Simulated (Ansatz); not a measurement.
Here is an Ansatz 0.2.0 calculation.

The input input.yaml:

```yaml
crystal:
  lattice:
    - [3.4257, 0.0, 0.0]
    - [0.0, 3.4257, 0.0]
    - [0.0, 0.0, 3.4257]
  atoms:
    - { symbol: Nb, position: [0.5, 0.5, 0.5] }
    - { symbol: Te, position: [0.0, 0.0, 0.0] }
hamiltonian:
  xc: lda
  pseudopotentials: { kind: paw }
  hubbard: { sites: [{ species: Nb, l: d, u_eff: 3.0 }] }
kpoints:
  mp_grid: { grid: [8, 8, 8] }
scf:
  occupations: { method: fermi_dirac, width: 0.05 }
  n_extra_bands: 6
output:
  forces: true
  stress: true
  eigenvalues: true
  dos: { projected: true, de: 0.05, nscf_kmesh: { grid: [12, 12, 12] } }
  write_density: true
  write_potential: true
  elf: true
  volumetric_format: npy
```

Potentials or basis: Ansatz PAW.

Run with:

```bash
$ ansatz run input.yaml --threads 2 --pin off --max-ram 5632MiB --backend cpu --events-out ev --progress --plain --runs-dir out
```

(1) What does it give for the pressure?

(2) What does it give for the density of states at the Fermi level?

(3) Predict the band gap on the k mesh.

Results:

(1) -5.5 GPa.

(2) 2.76 states/eV per cell.

(3) none (metal or under the smearing width).

Caveat: U without spin polarisation on a metal has little footing; the PAW data sets come from PBE, with cores solved anew for the run's functional, which leaves a small shift of forces and pressure; the U is typed as a test and isn't derived for this compound.
